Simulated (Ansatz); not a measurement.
# HfSn3O8: the band gap up the ladder of functionals

One table from this session's results is given with a row withheld; the runs are named, their logs left out.

Program: Ansatz 0.2.0. PAW datasets, plane waves. No spin polarisation and no zero-point or thermal motion; the cell was built from a prototype and may be hypothetical.

## Starting point

The cell was relaxed beforehand with r2SCAN.

It is orthorhombic, Cmmm (No. 65); a = 6.752 Å, b = 6.775 Å, c = 6.416 Å in the conventional setting, 12.23 Å³ an atom. Around Sn lie 6 O at 2.06–2.07 Å; around Hf lie 6 O at 2.08 Å; around O lie 2 Sn at 2.06–2.07 Å and 1 Hf at 2.08 Å; around O lie 2 Sn at 2.07 Å and 1 Hf at 2.08 Å.

As a file:

```
Sn Hf O
1.0
     3.37595   -3.38753    0.00000
     3.37595    3.38753    0.00000
     0.00000    0.00000    6.41639
Sn Hf O
3 1 8
Direct
  0.50000 0.50000 0.25091
  0.50000 0.50000 0.74909
  0.00000 0.00000 0.50000
  0.00000 0.00000 0.00000
  0.19536 0.19536 0.25126
  0.80464 0.80464 0.25126
  0.69287 0.30713 0.00000
  0.30713 0.69287 0.00000
  0.19536 0.19536 0.74874
  0.80464 0.80464 0.74874
  0.69527 0.30473 0.50000
  0.30473 0.69527 0.50000
```

The first run:

File input.yaml:

```yaml
crystal:
  lattice:
    - [3.375947263, -3.3875321441, 0.0]
    - [3.375947263, 3.3875321441, 0.0]
    - [0.0, 0.0, 6.4163934962]
  atoms:
    - { symbol: Sn, position: [0.5, 0.5, 0.2509103592] }
    - { symbol: Hf, position: [0.0, 0.0, 0.0] }
    - { symbol: O, position: [0.1953631042, 0.1953631042, 0.2512620262] }
    - { symbol: O, position: [0.8046368958, 0.8046368958, 0.2512620262] }
    - { symbol: O, position: [0.6928737439, 0.3071262561, 0.0] }
    - { symbol: O, position: [0.3071262561, 0.6928737439, 0.0] }
    - { symbol: Sn, position: [0.5, 0.5, 0.7490896408] }
    - { symbol: Sn, position: [0.0, 0.0, 0.5] }
    - { symbol: O, position: [0.1953631042, 0.1953631042, 0.7487379738] }
    - { symbol: O, position: [0.8046368958, 0.8046368958, 0.7487379738] }
    - { symbol: O, position: [0.695265582, 0.304734418, 0.5] }
    - { symbol: O, position: [0.304734418, 0.695265582, 0.5] }
kpoints:
  mp_grid: { grid: [6, 6, 4] }
  band_path:
    path:
      - [[0.0, 0.0, 0.0], [-0.5, 0.5, 0.0], [-0.4982929945406, 0.5017070054594, 0.0]]
      - [[0.4982929945406, 0.4982929945406, 0.0], [0.0, 0.0, 0.0], [0.0, 0.0, 0.5], [0.4982929945406, 0.4982929945406, 0.5]]
      - [[-0.4982929945406, 0.5017070054594, 0.5], [-0.5, 0.5, 0.5], [-0.5, 0.5, 0.0]]
      - [[0.0, 0.0, 0.0], [4.035433727476e-18, 0.5, 0.0], [4.035433727476e-18, 0.5, 0.5], [0.0, 0.0, 0.5], [-0.5, 0.5, 0.5]]
    npoints: 10
hamiltonian:
  xc: pbe
scf:
  occupations: { method: fermi_dirac, width: 0.02 }
  n_extra_bands: 7
output:
  forces: true
  stress: true
  eigenvalues: true
  write_density: true
  write_potential: true
  elf: true
  volumetric_format: npy
```

Among the steps run: Band structure with PBE; r2SCAN; HSE06; PBE+SOC at the same geometry; PBE0 at the same geometry.

One of the session's tables, all rows but one given; the rest of the session is left out.

| level | gap (eV) |
| --- | --- |
| PBE | 2.01 |
| r2SCAN | 2.66 |
| HSE06 | ? |
| PBE+SOC | 2.01 |
| PBE0 | 4.45 |

**Question.** Estimate the row for HSE06.

As computed: gap (eV): 3.72. In the column «gap (eV)» it lies between r2SCAN (2.66) and PBE0 (4.45).

Meshes: PBE 6×6×4, r2SCAN 6×6×4, HSE06 4×4×2, PBE+SOC 6×6×4, PBE0 4×4×2

PBE gives the least gap, 2.01 eV, and PBE0 the largest, 4.45 eV. PBE reaches 54 % of the HSE06 value, and r2SCAN 71 %. PBE0 lies 0.73 eV above HSE06, which differs from it by screening the long-range exchange.

To keep in mind: Warnings in the runs' records: stress scf threshold loose, stress exchange threshold loose.
